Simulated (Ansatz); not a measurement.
**AlAu2: how the settings move a single-point run**

How sensitive is a single-point run of AlAu2 to its settings? A reference run comes first, then one run with altered input.

Computed with Ansatz 0.2.0 (reference: DFT, r2SCAN, all-electron PAW with datasets made for the crystal, scalar-relativistic, unless a step's input says otherwise).

**1. The structure to begin with**

It takes space group I4/mmm (No. 139, tetragonal). Conventional cell: a = 3.335 Å, b = 3.335 Å, c = 8.836 Å, α = 90.00°, β = 90.00°, γ = 90.00°. Around Al (site symmetry 4/mmm) lie 10 Au at 2.73 to 3.04 Å. Around Au (site symmetry 4mm) lie 5 Al at 2.73 to 3.04 Å and 5 Au at 2.75 to 2.89 Å.

Coordinates:

```cif
data_structure
_symmetry_space_group_name_H-M 'P 1'
_symmetry_Int_Tables_number 1
_cell_length_a 5.0080
_cell_length_b 5.0080
_cell_length_c 5.0080
_cell_angle_alpha 141.097
_cell_angle_beta 141.097
_cell_angle_gamma 56.191
_cell_volume 49.15
loop_
_atom_site_label
_atom_site_type_symbol
_atom_site_fract_x
_atom_site_fract_y
_atom_site_fract_z
_atom_site_occupancy
Al1 Al 0.00000 0.00000 0.00000 1
Au1 Au 0.65585 0.65585 0.00000 1
Au2 Au 0.34415 0.34415 0.00000 1
```

**2. Reference**

The input, input.yaml:

```yaml
crystal:
  lattice:
    - [-1.6677035876, 1.6677035876, 4.4178734094]
    - [1.6677035876, -1.6677035876, 4.4178734094]
    - [1.6677035876, 1.6677035876, -4.4178734094]
  atoms:
    - { symbol: Al, position: [0.0, 0.0, 0.0] }
    - { symbol: Au, position: [0.6558538207, 0.6558538207, 0.0] }
    - { symbol: Au, position: [0.3441461793, 0.3441461793, 0.0] }
kpoints:
  mp_grid: { grid: [15, 15, 15] }
scf:
  occupations: { method: fermi_dirac, width: 0.05 }
hamiltonian:
  xc: r2scan
  pseudopotentials: { kind: all_electron, datasets: crystal }
output:
  forces: true
  stress: true
  eigenvalues: true
  efg: { contact_densities: true }
```

Launch:

```console
> ansatz run input.yaml --threads 1 --pin off --max-ram 3072MiB --backend cpu --events-out ev --progress --plain --runs-dir out
```

**3. Changed: mixing.algorithm broyden, mixing.beta 0.1, lower_state_search off, accuracy medium**

input.yaml, as its differences from that of step 2:

```diff
@@ -13,2 +13,4 @@
   occupations: { method: fermi_dirac, width: 0.05 }
+  mixing: { algorithm: broyden, beta: 0.1 }
+  lower_state_search: "off"
 hamiltonian:
@@ -21 +23,2 @@
   efg: { contact_densities: true }
+accuracy: medium
```

Before running it: what results should come out? Wanted: for each run, ending; energy change; pressure; gap; force.

**Answer**, as computed:

| run | ending | energy change | pressure (GPa) | gap (eV) | force (eV/Å) | cycles | time |
| --- | --- | --- | --- | --- | --- | --- | --- |
| reference | converged | 0 | 0.1 | 0.00 | 0.01 | 12 | 1.9 min |
| 1: mixing.algorithm broyden, mixing.beta 0.1, lower_state_search off, accuracy medium | converged | 0.0 meV/atom | 0.1 | 0.00 | 0.01 | 22 | 2.6 min |

Residual by cycle in the longest SCF loop of each run; runs are numbered as in the table. The quantity is the density residual dr2, in eV.

| cycle | reference | run 1 |
| --- | --- | --- |
| 1 | 4.21 | 4.21 |
| 3 | 0.0243 | 0.245 |
| 5 | 5.3e-4 | 0.0214 |
| 7 | 2.9e-4 | 0.0423 |
| 9 | 3.9e-6 | 0.00115 |
| 11 | 6.5e-8 | 5.6e-4 |
| 12 | 7.5e-9 | 1.4e-4 |
| 14 | - | 6.1e-6 |
| 16 | - | 1.8e-6 |
| 18 | - | 6.8e-7 |
| 20 | - | 1.1e-7 |
| 22 | - | 2.3e-8 |

**Reading.** Changing the mixing and search for lower states hardly moves the energy: 0.0 meV/atom. Cost: 22 SCF cycles against 12.
